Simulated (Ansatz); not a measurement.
**W₂ (septet): from Hartree-Fock to the top rungs, def2-TZVPP**

One table from this session's results is given with a row withheld; the runs are named, their logs left out.

Method: def2-TZVPP, core rule «outside noble gas», up to 8 orbitals frozen; program: Ansatz 0.2.0, Gaussian basis.

To be run: UHF; ROHF; CCSD(T) on UHF.

### The geometry

The geometry is a PBE0/def2-TZVP stationary point (not a proven minimum) of the parent state, kept for this charge and spin. No spin-orbit coupling is included. Elements past krypton take def2 core potentials.

2 atoms, charge 0, spin multiplicity 7.

Atoms are counted from 1 here; the program's logs count them from 0.

Bond lengths: W1–W2 2.146 Å.

The first run:

File in.yaml:

```yaml
crystal:
  periodic: [false, false, false]
  atoms:
    - {symbol: W, position_ang: [0.000000, 0.000000, 0.000000]}
    - {symbol: W, position_ang: [0.000000, 0.000000, 2.146200]}
basis:
  gaussian: {orbitals: def2-TZVPP}
magnetization: {spin_polarized: true, initial_magnetization: 6}
hamiltonian: {xc: hf}
output: {orbitals: {seedname: orbitals}}
```

Run with:

```sh
$ ansatz run in.yaml --threads 1 --pin off --events-out ev --progress --plain --max-ram 3968MiB --backend cpu
```

Among the steps run: UHF; ROHF; CCSD(T) on UHF.

One table of the session follows, with a row left open; its other results are not shown here.

It belongs to the step «Misses and costs». 

```
  method  from UCCSD(T) (meV)
    ROHF             +10571.9
     UHF             +10155.3
    UMP2                    ?
   UCCSD               +815.7
UCCSD(T)                    0
```

Estimate the missing values for UMP2.

As computed: from UCCSD(T) (meV): +1097.0. In the column «from UCCSD(T) (meV)» it lies between UCCSD (+815.7) and UHF (+10155.3).

To keep in mind: The determinant is far from a pure spin state, so its energy mixes those of several spin states (harmless only where they are near-degenerate, as at dissociation).
